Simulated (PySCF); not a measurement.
# H6O3Tm ([Tm(H2O)3]3+): the cost of one run

Programs: PySCF 2.14.0, with routines of our own; each step states its level. All values are computed. Atoms count from 0.

## Step 1: The starting structure

10 atoms, charge 3, states of the metal's open shell are computed; geometry from: model geometry, bond lengths from ionic radii.

## Step 2: Ligand-field states: state-averaged CASSCF

Job settings and geometry (Å):

```
{"job": {"kind": "lf", "basis": {"metal": "x2c-TZVPall", "ligand": "x2c-SVPall"}, "nevpt": true}, "charge": 3, "metal": "Tm", "open_shell": "f12"}
Tm     0.000000     0.000000     0.000000
O      2.100000     0.000000     0.000000
H      2.675000     0.775000     0.000000
H      2.675000    -0.775000     0.000000
O     -1.050000     1.818653     0.000000
H     -2.008670     1.929118     0.000000
H     -0.666330     2.704118     0.000000
O     -1.050000    -1.818653     0.000000
H     -0.666330    -2.704118     0.000000
H     -2.008670    -1.929118     0.000000
```

With the program's defaults for keys left out, this is: state-averaged CASSCF of the metal f shell, SC-NEVPT2 on the averaged canonical orbitals, state-interaction spin-orbit coupling.

Started as:

```console
> OMP_NUM_THREADS=1 python lf_run.py task.json out
```

One launch serves the whole session: the jobs run in the order shown.

**Question.** How long does this first job take on 1 thread of Arm Neoverse V1, shared host, and how much memory does it need?

About 34 s, with a peak of 0.47 GiB.
